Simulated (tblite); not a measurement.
# C7H9NO: the cost of one run

Computed with tblite 0.8.0 and PySCF 2.14.0, with density-fitted response routines of our own, on a single molecule in the gas phase. Atoms count from 0, in the outputs and in this text.

**1. Starting geometry**

18 atoms, charge 0, multiplicity 1; geometry from: force field or distance geometry start.

Bonds of the start (Å): C0–C1 1.31, C1–C2 1.18, C2–C3 1.31, C3–C4 1.50, C4–O5 1.22, C4–N6 1.39, N6–C7 1.46, N6–C8 1.45, C0–H9 1.07, C0–H10 1.08, C3–H11 1.07, C7–H12 1.09, C7–H13 1.10, C7–H14 1.10, C8–H15 1.09, C8–H16 1.09, C8–H17 1.09.

**2. Geometry optimisation with GFN2-xTB**

What the job is given:

```
{"job": {"kind": "relax", "xc": "GFN2-xTB", "basis": "xTB"}, "charge": 0, "multiplicity": 1}
C      4.472900    -0.407900     0.483900
C      3.222200    -0.187900     0.146700
C      2.088900     0.000900    -0.133900
C      0.837900     0.225100    -0.470900
C     -0.240700     0.190700     0.564700
O      0.031100     0.278000     1.749400
N     -1.542400     0.093000     0.084500
C     -2.629400     0.264000     1.037100
C     -1.924600    -0.187700    -1.287300
H      5.220100    -0.542400    -0.270600
H      4.751500    -0.451200     1.526600
H      0.604600     0.581600    -1.449600
H     -2.292100     0.558600     2.035000
H     -3.171100    -0.689400     1.115100
H     -3.315600     1.039500     0.655300
H     -2.183700     0.764600    -1.760000
H     -2.804600    -0.837100    -1.292300
H     -1.133600    -0.686200    -1.845400
```

The run is started by

```bash
OMP_NUM_THREADS=1 python probes_run.py task.json out
```

The driver reads the jobs from task.json and runs them one after another.

**Question.** How long does this first job take on 1 thread of Intel Xeon at 2.50GHz, shared host, and how much memory does it need?

About 1.8 s, with a peak of 0.18 GiB.
